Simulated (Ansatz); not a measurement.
# Mg5O: the cost of one run

Method: DFT PBE, scalar-relativistic, plane waves, PAW, in Ansatz 0.2.0.

1 further run of the same task is left out (set aside as unsound or not needed).

## (1) The starting structure

Symmetry: P-62m, No. 189, hexagonal system. The conventional cell has a = 7.119 Å, b = 7.119 Å, c = 2.911 Å, α = 90.00°, β = 90.00°, γ = 120.00°. Around Mg (site symmetry m2m) lie 2 O at 2.22 Å. Mg (site symmetry -6) has 8 Mg at 2.91 to 3.15 Å as nearest neighbours. Around O (site symmetry -62m) lie 6 Mg at 2.22 Å.

Structure file:

```
CELL_PARAMETERS angstrom
7.11857 0.00000 0.00000
-3.55929 6.16486 0.00000
0.00000 0.00000 2.91083
ATOMIC_POSITIONS crystal
Mg 0.00000 0.23473 0.00000
Mg 0.76527 0.76527 0.00000
Mg 0.23473 0.00000 0.00000
Mg 0.66667 0.33333 0.50000
Mg 0.33333 0.66667 0.50000
O 0.00000 0.00000 0.50000
```

It is the end of an earlier relaxation with the same method, from a database cell with other species swapped in; it needn't be the stable form of this composition. At a tolerance of 0.05 Å it has space group P-62m (No. 189); it has 21.29 Å³/atom, an uncorrected energy of -0.50 eV/atom over the elements.

## (2) Static run: bands, density of states and charges

The input, input.yaml:

```yaml
crystal:
  lattice:
    - [7.1185715063, 0.0, 0.0]
    - [-3.5592857531, 6.1648637631, 0.0]
    - [0.0, 0.0, 2.9108256991]
  atoms:
    - { symbol: Mg, position: [0.0, 0.2347316061, 0.0] }
    - { symbol: Mg, position: [0.7652683939, 0.7652683939, 0.0] }
    - { symbol: Mg, position: [0.2347316061, 0.0, 0.0] }
    - { symbol: Mg, position: [0.6666666667, 0.3333333333, 0.5] }
    - { symbol: Mg, position: [0.3333333333, 0.6666666667, 0.5] }
    - { symbol: O, position: [0.0, 0.0, 0.5] }
basis:
  ecutwfc: 420
kpoints:
  mp_grid: { grid: [6, 6, 12] }
  band_path:
    path:
      - [[0.0, 0.0, 0.0], [0.5, 0.0, 0.0], [0.33333333, 0.33333333, 0.0], [0.0, 0.0, 0.0], [0.0, 0.0, 0.5], [0.5, 0.0, 0.5], [0.33333333, 0.33333333, 0.5], [0.0, 0.0, 0.5]]
      - [[0.5, 0.0, 0.5], [0.5, 0.0, 0.0]]
      - [[0.33333333, 0.33333333, 0.5], [0.33333333, 0.33333333, 0.0]]
    npoints: 14
hamiltonian:
  xc: pbe
scf:
  occupations: { method: gaussian, width: 0.1 }
  n_extra_bands: 15
output:
  forces: true
  stress: true
  eigenvalues: true
  populations: true
  dos: { projected: true, de: 0.02, nscf_kmesh: { grid: [8, 8, 15] } }
  bader: true
  write_density: true
  write_potential: true
  elf: true
  volumetric_format: npy
```

Command:

```bash
$ ansatz run input.yaml --threads 1 --pin off --max-ram 2560MiB --backend cpu --events-out ev --progress --plain --runs-dir out
```

Q: Estimate wall time and peak memory on 1 thread of Intel Xeon Platinum 8259CL at 2.50GHz (Skylake/Cascade Lake), shared host.

About 2.4 min, with a peak of 0.7 GiB.
